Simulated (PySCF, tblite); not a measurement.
# C₇H₁₄BN₂+: excited states

Wanted: excited states for C₇H₁₄BN₂+ (`C[N+](C)(C)B1C=CC=CN1`).

Computed with tblite 0.8.0 and PySCF 2.14.0 and routines of our own; the level stands in each step. Atoms count from 0.

### 1 The system as given

24 atoms, charge 1, multiplicity 1; geometry from: force field or distance geometry start.

### 2 Optimising the geometry with GFN2-xTB

Job settings and geometry (Å):

```
{"job": {"kind": "relax", "xc": "GFN2-xTB", "basis": "xTB"}, "charge": 1, "multiplicity": 1}
C     -1.832600     0.986000    -0.659200
N     -1.166700    -0.135600    -0.108600
C     -1.531600    -0.232100     1.319700
C     -1.559300    -1.403200    -0.690200
B      0.318500    -0.043500    -0.269200
C      1.255600    -0.995500     0.559100
C      2.541100    -0.686500     0.708100
C      3.104800     0.527400     0.114300
C      2.394300     1.364400    -0.599000
N      0.989300     1.202600    -0.863800
H     -1.327600     1.942400    -0.444300
H     -2.059900     0.843500    -1.748500
H     -2.817600     1.067800    -0.077400
H     -2.467300    -0.827500     1.342700
H     -0.805500    -0.733200     1.933100
H     -1.680700     0.819400     1.671500
H     -1.349800    -2.168100     0.129000
H     -2.627800    -1.473600    -0.907700
H     -0.890500    -1.698800    -1.513700
H      0.840400    -1.893600     1.012000
H      3.210300    -1.329800     1.294100
H      4.143600     0.735500     0.258400
H      2.857600     2.264200    -1.014500
H      0.449800     1.887700    -1.438400
```

The run is started by

```bash
$ OMP_NUM_THREADS=1 python excited_run.py task.json out
```

The driver reads the jobs from task.json and runs them one after another.

Standard output:

```text
step      E/eV     max force
  0    -783.37683    4.306
  1    -784.08218    1.919
  2    -784.26461    1.150
  3    -784.36431    0.773
  4    -784.44366    0.835
  5    -784.48592    0.450
  6    -784.51788    0.518
  7    -784.54765    0.481
  8    -784.57297    0.428
  9    -784.59110    0.312
 10    -784.60696    0.337
 11    -784.62393    0.415
 12    -784.64239    0.363
 13    -784.65992    0.352
 14    -784.67518    0.279
 15    -784.68868    0.272
 16    -784.70077    0.255
 17    -784.71070    0.214
 18    -784.71913    0.207
 19    -784.72728    0.180
 20    -784.73540    0.203
 21    -784.74358    0.259
 22    -784.75244    0.266
 23    -784.76242    0.264
 24    -784.77250    0.217
 25    -784.78043    0.196
 26    -784.78582    0.207
 27    -784.79100    0.206
 28    -784.79838    0.272
 29    -784.80758    0.264
 30    -784.81596    0.210
 31    -784.82143    0.148
 32    -784.82396    0.149
 33    -784.82753    0.154
 34    -784.83014    0.111
 35    -784.83291    0.063
 36    -784.83369    0.058
 37    -784.83464    0.050
 38    -784.83519    0.050
 39    -784.83570    0.042
 40    -784.83615    0.037
 41    -784.83668    0.051
 42    -784.83721    0.057
 43    -784.83768    0.055
 44    -784.83803    0.047
 45    -784.83834    0.039
 46    -784.83863    0.047
 47    -784.83885    0.035
 48    -784.83898    0.026
 49    -784.83906    0.023
 50    -784.83913    0.022
 51    -784.83921    0.024
 52    -784.83927    0.018
 53    -784.83933    0.019
 54    -784.83939    0.017
 55    -784.83945    0.022
 56    -784.83953    0.019
 57    -784.83960    0.016
 58    -784.83965    0.020
 59    -784.83970    0.020
 60    -784.83973    0.015
 61    -784.83976    0.010
```

Wall time 0.55 s (1 thread of Arm Neoverse V1, shared host).

Along the way: (not every step is listed)

| step | energy from step 0 (eV) | largest force (eV/Å) |
| --- | --- | --- |
| 0 | 0.0000 | 4.3056 |
| 1 | -0.7053 | 1.9188 |
| 2 | -0.8878 | 1.1503 |
| 3 | -0.9875 | 0.7728 |
| 4 | -1.0668 | 0.8351 |
| 5 | -1.1091 | 0.4496 |
| 6 | -1.1410 | 0.5184 |
| 7 | -1.1708 | 0.4812 |
| 8 | -1.1961 | 0.4283 |
| 12 | -1.2656 | 0.3626 |
| 16 | -1.3239 | 0.2548 |
| 20 | -1.3586 | 0.2029 |
| 24 | -1.3957 | 0.2169 |
| 28 | -1.4215 | 0.2720 |
| 32 | -1.4471 | 0.1488 |
| 36 | -1.4569 | 0.0582 |
| 40 | -1.4593 | 0.0372 |
| 44 | -1.4612 | 0.0466 |
| 48 | -1.4621 | 0.0260 |
| 52 | -1.4624 | 0.0185 |
| 56 | -1.4627 | 0.0193 |
| 57 | -1.4628 | 0.0158 |
| 58 | -1.4628 | 0.0197 |
| 59 | -1.4629 | 0.0197 |
| 60 | -1.4629 | 0.0153 |
| 61 | -1.4629 | 0.0099 |

Distances of close pairs at the start and the end, largest changes first:

| bond | before (Å) | after (Å) | change (Å) |
| --- | --- | --- | --- |
| B4–N9 | 1.535 | 1.403 | -0.132 |
| C8–N9 | 1.439 | 1.360 | -0.079 |
| B4–C5 | 1.572 | 1.498 | -0.074 |
| N1–B4 | 1.497 | 1.570 | +0.073 |
| C6–C7 | 1.464 | 1.407 | -0.057 |
| C0–H12 | 1.147 | 1.091 | -0.056 |
| C0–N1 | 1.416 | 1.472 | +0.056 |
| C3–H16 | 1.140 | 1.087 | -0.053 |

The next job starts from the end point, and lists it.

### 3 Vibrational analysis with GFN2-xTB

Job settings and geometry (Å):

```
{"job": {"kind": "ir", "xc": "GFN2-xTB", "basis": "xTB"}, "charge": 1, "multiplicity": 1}
C     -1.876672     0.937009    -0.744791
N     -1.175775    -0.134747    -0.018932
C     -1.663036    -0.150872     1.373969
C     -1.505133    -1.422145    -0.659798
B      0.384277     0.038279    -0.003075
C      1.299255    -0.934561     0.674781
C      2.648243    -0.682539     0.647462
C      3.161137     0.454806    -0.002943
C      2.326756     1.334056    -0.621980
N      0.979935     1.143775    -0.629658
H     -1.684229     1.901150    -0.277444
H     -1.555242     0.962308    -1.784562
H     -2.952660     0.759424    -0.725583
H     -2.744536    -0.287116     1.395426
H     -1.195380    -0.961965     1.926135
H     -1.414446     0.787337     1.866300
H     -1.027003    -2.240087    -0.127355
H     -2.583521    -1.581733    -0.656522
H     -1.149103    -1.427210    -1.688122
H      0.982483    -1.828750     1.193414
H      3.344419    -1.354616     1.127306
H      4.223066     0.633997    -0.011934
H      2.702880     2.211360    -1.125782
H      0.462548     1.862600    -1.118757
```

Standard output:

```text
mode    cm-1     km/mol
  1      42.7      1.00
  2     107.0      0.00
  3     192.1      0.96
  4     207.0      0.02
  5     269.1      0.03
  6     269.8      0.05
  7     296.9      0.00
  8     316.4      0.35
  9     322.4      1.06
 10     345.1      1.05
 11     406.6      0.30
 12     444.4      0.19
 13     480.0      2.62
 14     524.7      0.11
 15     549.3      0.43
 16     639.2      9.74
 17     663.4     11.19
 18     729.3    127.07
 19     800.2      1.56
 20     876.6      1.14
 21     886.6     29.35
 22     901.9     17.13
 23     908.7      0.70
 24     960.6      0.04
 25    1007.8     15.40
 26    1011.6      8.66
 27    1019.1      0.37
 28    1046.7     62.87
 29    1070.7     20.72
 30    1080.4      3.26
 31    1081.6      3.65
 32    1128.2     15.34
 33    1185.6      0.73
 34    1224.2      1.85
 35    1227.7      1.45
 36    1234.9      2.56
 37    1245.3      2.06
 38    1273.9     13.03
 39    1322.0      2.79
 40    1370.4     57.19
 41    1410.0     39.52
 42    1413.8     15.18
 43    1414.6     51.77
 44    1435.4      4.88
 45    1450.0      1.20
 46    1461.2      2.91
 47    1467.9      6.94
 48    1469.1     23.97
 49    1482.9     21.50
 50    1489.1     50.30
 51    1521.6     84.99
 52    1597.8     64.75
 53    3015.6      1.66
 54    3018.5      1.79
 55    3021.3     18.02
 56    3037.4      3.33
 57    3038.6      1.65
 58    3045.3      1.71
 59    3047.3      9.75
 60    3061.0      1.74
 61    3063.9      2.39
 62    3072.1     22.91
 63    3091.3      9.97
 64    3094.4      3.04
 65    3128.2      1.66
 66    3413.3     14.15
```

Run time: 1.1 s. Hardware: 1 thread of Arm Neoverse V1, shared host.

The strongest bands and the atoms that carry them (share of the mass-weighted mode):

| cm⁻¹ | km/mol | atoms |
| --- | --- | --- |
| 729 | 127.1 | H23 41 %, H21 12 %, H22 11 % |
| 1047 | 62.9 | B4 31 %, C8 18 %, C6 16 %, C7 11 % |
| 1370 | 57.2 | C8 19 %, H21 14 %, N9 11 %, B4 11 % |
| 1410 | 39.5 | H11 16 %, H10 16 %, H12 11 % |
| 1415 | 51.8 | C5 17 %, H19 11 % |
| 1489 | 50.3 | H10 22 %, H11 20 %, H12 10 % |
| 1522 | 85.0 | C6 36 %, C7 22 %, N9 12 %, C5 10 % |
| 1598 | 64.8 | C8 35 %, C7 26 %, C5 14 %, C6 13 % |

### 4 Excited states: TDA CAM-B3LYP/def2-SVP

The job, as its differences from that of step 3:

```diff
@@ -1,2 +1,2 @@
-{"job": {"kind": "ir", "xc": "GFN2-xTB", "basis": "xTB"}, "charge": 1, "multiplicity": 1}
+{"job": {"kind": "states", "xc": "CAM-B3LYP", "basis": "def2-SVP", "tda": true, "soc": true, "nstates": 6, "ntriplets": 6, "nquad": 4}, "charge": 1, "multiplicity": 1}
 C     -1.876672     0.937009    -0.744791
```

Level: TDA CAM-B3LYP/def2-SVP excited states, vertical, gas phase, spin-orbit mean-field couplings.

Standard output:

```text
coarse grid: 19496 points
cycle   1  E = -408.6881100212  dE =  2.078e+00  |g| = 4.822e-01  |ddm| = 5.114e+00
cycle   2  E = -408.6939624869  dE = -5.852e-03  |g| = 5.152e-01  |ddm| = 1.054e+00
cycle   3  E = -408.7552435487  dE = -6.128e-02  |g| = 5.719e-02  |ddm| = 4.915e-01
cycle   4  E = -408.7558376702  dE = -5.941e-04  |g| = 3.480e-02  |ddm| = 8.305e-02
cycle   5  E = -408.7561069851  dE = -2.693e-04  |g| = 7.413e-03  |ddm| = 3.544e-02
cycle   6  E = -408.7561203639  dE = -1.338e-05  |g| = 2.552e-03  |ddm| = 8.802e-03
cycle   7  E = -408.7561222068  dE = -1.843e-06  |g| = 5.358e-04  |ddm| = 2.996e-03
final grid: 186856 points
cycle   8  E = -408.8311554764  dE = -6.123e-05  |g| = 5.350e-03  |ddm| = 3.752e-02
cycle   9  E = -408.8311579211  dE = -2.445e-06  |g| = 4.605e-03  |ddm| = 9.784e-03
cycle  10  E = -408.8311628729  dE = -4.952e-06  |g| = 4.364e-04  |ddm| = 4.005e-03
cycle  11  E = -408.8311629027  dE = -2.974e-08  |g| = 2.781e-04  |ddm| = 5.743e-04
cycle  12  E = -408.8311629198  dE = -1.716e-08  |g| = 4.804e-05  |ddm| = 2.675e-04
cycle  13  E = -408.8311629205  dE = -6.554e-10  |g| = 2.023e-05  |ddm| = 7.734e-05
converged SCF energy = -408.8311629205

Singlet excitations
state   eV       nm        f     d(h-e)  d(exc)  Lambda  PR(NTO)  |dmu|/D   mu/D   main configurations
  1   5.5169   224.7   0.22011   0.330   2.613   0.755   1.314    0.949    4.043   H->L 0.82, H-1->L+1 0.10
  2   6.5660   188.8   0.06835   0.292   2.759   0.816   1.670    0.802    3.591   H->L+1 0.68, H-1->L 0.24
  3   7.1377   173.7   0.00630   2.101   3.827   0.271   1.071    7.162    3.254   H->L+2 0.79, H->L+3 0.13
  4   7.2143   171.9   0.00023   0.537   2.636   0.539   1.081    1.322    3.907   H-2->L 0.95
  5   7.6761   161.5   0.01682   1.747   3.737   0.308   1.046                     H->L+3 0.75, H->L+2 0.12
  6   7.9057   156.8   0.80371   0.562   2.712   0.751   1.940                     H-1->L 0.63, H->L+1 0.22

Triplet excitations (Tamm-Dancoff)
state   eV     d(h-e)  d(exc)  Lambda  PR(NTO)   main configurations
  1   3.5553   0.174   2.476   0.771   1.044   H->L 0.90
  2   4.6956   0.415   2.609   0.826   1.046   H->L+1 0.88
  3   5.0447   0.239   2.357   0.762   1.081   H-1->L 0.94
  4   6.6990   0.727   2.574   0.620   1.136   H-1->L+1 0.90
  5   6.7659   0.494   2.545   0.545   1.023   H-2->L 0.97
  6   7.0386   2.056   3.791   0.264   1.023   H->L+2 0.82, H->L+3 0.10
S1 - T1 = 1.9616 eV

Spin-orbit couplings |<S|Hso|T>| (cm-1)
             T1       T2       T3       T4       T5       T6
S0        0.076    0.162    0.038    0.145    3.884    3.475
S1        0.018    0.041    0.070    0.047    2.740    2.702
S2        0.055    0.054    0.026    0.062    0.591    1.051
S3        2.040    1.807    0.909    0.525    0.071    0.072
S4        2.865    1.546    2.000    0.270    0.552    0.134
S5        0.849    1.760    0.347    0.599    0.182    0.662
S6        0.031    0.114    0.015    0.065    1.765    1.045
T1 sublevels (cm-1): 0.000 0.000 0.000   radiative rates (1/s): 5.54e-05 7.41e-05 0.00153
```

It took 77 s on 1 thread of Arm Neoverse V1, shared host; peak memory 1 GiB.

In short:

| quantity | value |
| --- | --- |
| S1 less T1 | 1.96 eV |

[end of part 1 of 2]
